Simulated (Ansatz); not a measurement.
# CrSeTe: the cell at several levels of theory

An exercise on one series of results from a longer session: the logs are not shown, and one member is left open.

Program: Ansatz 0.2.0. PAW datasets, plane waves, zero pressure. All values are calculated for a non-magnetic cell, which may be hypothetical.

## The cell

In-plane lattice: a = 3.561 Å, b = 3.561 Å, γ = 120.0°; thickness between the outer nuclei 3.48 Å. Near Cr stand 3 Se at 2.69 Å and 3 Te at 2.69 Å; near Se stand 3 Cr at 2.69 Å; near Te stand 3 Cr at 2.69 Å.

Structure file:

```
Cr Se Te
1.0
     3.56052    0.00000    0.00000
    -1.78026    3.08350    0.00000
     0.00000    0.00000   18.00000
Cr Se Te
1 1 1
Direct
  0.33333 0.66667 0.50000
  0.66667 0.33333 0.59657
  0.66667 0.33333 0.40343
```
Two periodic directions, a and b.

Set-up of the first run:

Input file input.yaml:

```yaml
crystal:
  lattice:
    - [3.560521835, 0.0, 0.0]
    - [-1.7802609175, 3.0835023598, 0.0]
    - [0.0, 0.0, 18.0]
  atoms:
    - { symbol: Cr, position: [0.3333333333, 0.6666666667, 0.5] }
    - { symbol: Se, position: [0.6666666667, 0.3333333333, 0.5965670839] }
    - { symbol: Te, position: [0.6666666667, 0.3333333333, 0.4034329161] }
  periodic: [true, true, false]
kpoints:
  mp_grid: { grid: [12, 12, 1] }
hamiltonian:
  xc: pbe
scf:
  occupations: { method: fermi_dirac, width: 0.02 }
relax:
  f_tol: 0.005
  cell: {}
```

On the command line:

```sh
> ansatz run input.yaml --threads 4 --pin off --max-ram 5529MiB --backend cpu --events-out ev --progress --plain --runs-dir out
```

Among the steps run: PBE: cell and atoms; r2SCAN: cell and atoms; PBEsol: cell and atoms; LDA: cell and atoms; HSE06: cell and atoms.

One table of the session follows, with a row left open; its other results are not shown here.

| level | a (Å) | area (Å²/atom) |
| --- | --- | --- |
| PBE | 3.351 | 3.242 |
| r2SCAN | 3.352 | 3.243 |
| PBEsol | ? | ? |
| LDA | 3.261 | 3.069 |
| HSE06 | 3.296 | 3.136 |

**Question.** Estimate the row for PBEsol.

The run gave: a (Å): 3.289; area (Å²/atom): 3.123. In the column «a (Å)» it lies between LDA (3.261) and HSE06 (3.296).

From the start to the first minimum the area moved by -11.4 %. The area spreads over 5.6 % between the levels. LDA's area lies 5.3 % below PBE's. The meshes differ: PBE 12×12×1, r2SCAN 12×12×1, PBEsol 12×12×1, LDA 12×12×1, HSE06 6×6×1.

Limits of these values: Warnings in the runs' records: slab cell height set.
